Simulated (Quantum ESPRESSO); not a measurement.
MoSe: zone-centre phonons under several settings

```
CELL_PARAMETERS angstrom
3.47067 0.00000 0.00000
-1.73533 3.00569 0.00000
0.00000 0.00000 4.37280
ATOMIC_POSITIONS crystal
Mo 0.66667 0.33333 0.02544
Se 0.33333 0.66667 0.11843
```

The cell was built by a generator and needn't be a form met in nature.

All runs used Quantum ESPRESSO 7.5; potentials PseudoDojo 0.4.1 SR LDA standard; given cell; no spin polarisation; cutoff 1170 eV; occupations fermi-dirac, width 0.05 eV.

```tsv
level	k mesh (s: shifted)	pressure (GPa)	lowest optical mode without the field (cm⁻¹)	highest optical mode without the field (cm⁻¹)
LDA	4 × 4 × 2s	65.2	356i	570
LDA	4 × 4 × 4s	64.7	301i	591
LDA	6 × 6 × 4s	?	?	?
LDA	8 × 8 × 6s	62.4	370i	608
```

Problem. What stands in the row left open?

Solution. Pressure 62.8 GPa; lowest optical mode without the field 293i cm⁻¹; highest optical mode without the field 603 cm⁻¹.

Values marked i are imaginary: the cell is unstable against those modes at that level, or the meshes are too thin.

Caveats: some runs use coarse meshes; the atoms weren't relaxed first, which shifts the frequencies; the mesh is thin for the phonons of a metal; some modes are imaginary; the cell is more than 3 GPa from zero pressure, which shifts response properties; a pressure of tens of GPa on the cell as given is suspect, and the run, the potentials or the cell itself is likely at fault.

For the row left open. Caveat: the atoms weren't relaxed first, which shifts the frequencies; the k mesh is coarse; the mesh is thin for the phonons of a metal; some modes are imaginary; the cell is more than 3 GPa from zero pressure, which shifts response properties; a pressure of tens of GPa on the cell as given is suspect, and the run, the potentials or the cell itself is likely at fault.
